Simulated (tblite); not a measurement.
# C2H13B2NSi2: the cost of one run

Computed with tblite 0.8.0 and PySCF 2.14.0, with density-fitted response routines of our own, on a single molecule in the gas phase. Atoms are numbered from 0 throughout.

### Step 1. Starting geometry

20 atoms, charge 0, multiplicity 1; geometry from: force field or distance geometry start.

Bonds of the start (Å): B0–Si1 1.94, Si1–Si2 2.23, Si2–N3 1.77, N3–B4 1.49, B4–C5 1.60, B4–C6 1.57, B0–H7 1.19, B0–H8 1.17, Si1–H9 1.47, Si1–H10 1.47, Si2–H11 1.49, Si2–H12 1.47, N3–H13 1.04, C5–H14 1.12, C5–H15 1.09, C5–H16 1.12, C6–H17 1.11, C6–H18 1.10, C6–H19 1.11.

### Step 2. Geometry optimisation with GFN2-xTB

Job settings and geometry (Å):

```
{"job": {"kind": "relax", "xc": "GFN2-xTB", "basis": "xTB"}, "charge": 0, "multiplicity": 1}
B      2.930100     1.182700    -1.097500
Si     2.620900    -0.233300     0.193900
Si     0.799700    -1.407700    -0.334600
N     -0.561000    -1.117900     0.767500
B     -1.638800    -0.229900     0.234700
C     -1.225400     0.768100    -0.947800
C     -3.048800    -0.000300     0.897200
H      3.949500     1.246200    -1.700000
H      2.218600     2.109900    -1.187200
H      2.549000     0.261800     1.577200
H      3.763100    -1.154000     0.049300
H      0.399000    -0.932600    -1.683500
H      1.086000    -2.847400    -0.385100
H     -0.278400    -0.924000     1.745800
H     -1.964900     1.609400    -0.940800
H     -1.281000     0.209500    -1.886400
H     -0.188700     1.143700    -0.753800
H     -3.041900     1.032000     1.318400
H     -3.313000    -0.743000     1.660200
H     -3.779200     0.037600     0.059800
```

Run with:

```console
OMP_NUM_THREADS=1 python probes_run.py task.json out
```

The driver reads the jobs from task.json and runs them one after another.

**Question.** How long does this first job take on 1 thread of Arm Neoverse V2, shared host, and how much memory does it need?

About 1.6 s, with a peak of 0.18 GiB.
